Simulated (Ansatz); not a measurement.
Predict the output of the script below (the Ansatz DFT code, driven from Python).

`disp_h6n2sesi.py`
```python
"""Size of D3 and D4 in H6N2SeSi."""

import ansatz as az
from ase import Atoms

atoms = Atoms(["N", "Si", "N", "Se", "H", "H", "H", "H", "H", "H"], positions=[
    (-1.3124, 0.7779, -0.0058),
    (0.2032, -0.0079, 0.2205),
    (-0.1088, -1.7462, 0.4955),
    (1.5734, 0.2681, -1.6431),
    (-1.7822, 0.4155, -0.9021),
    (-1.1448, 1.8398, -0.2234),
    (0.9233, 0.5807, 1.3855),
    (0.8964, -2.1602, 0.6875),
    (-0.618, -1.8041, 1.4388),
    (1.453, 1.7853, -1.4504),
])
system = az.Crystal.molecule_from_ase(atoms)

job = system.calculation().basis(gaussian="def2-SVP")
for name in ["revpbe", "pbe"]:
    for correction in ("d3bj", "d4"):
        report = job.functional(name, dispersion=correction).run().report
        print(f"{name:8s} {correction:5s} total {report['free_energy_ev']:.5f} eV, of which dispersion {1000 * report['dispersion']['energy']['ev']:.2f} meV")
```

```console
$ python disp_h6n2sesi.py
revpbe   d3bj  total -76286.51722 eV, of which dispersion -573.49 meV
revpbe   d4    total -76286.60117 eV, of which dispersion -657.44 meV
pbe      d3bj  total -76276.53112 eV, of which dispersion -236.97 meV
pbe      d4    total -76276.52700 eV, of which dispersion -232.86 meV
```

Notes:
- Total energies depend on the basis set; only differences at equal settings carry meaning.
- The geometry is a force-field or estimated start, not a minimum of this method, and the basis set is short of its limit. D4 holds the three-body term, and d3bj doesn't.
- Wall time of the script: 13 s on 1 thread of Arm Neoverse V1, with other jobs on the host, peak memory 0.22 GiB.
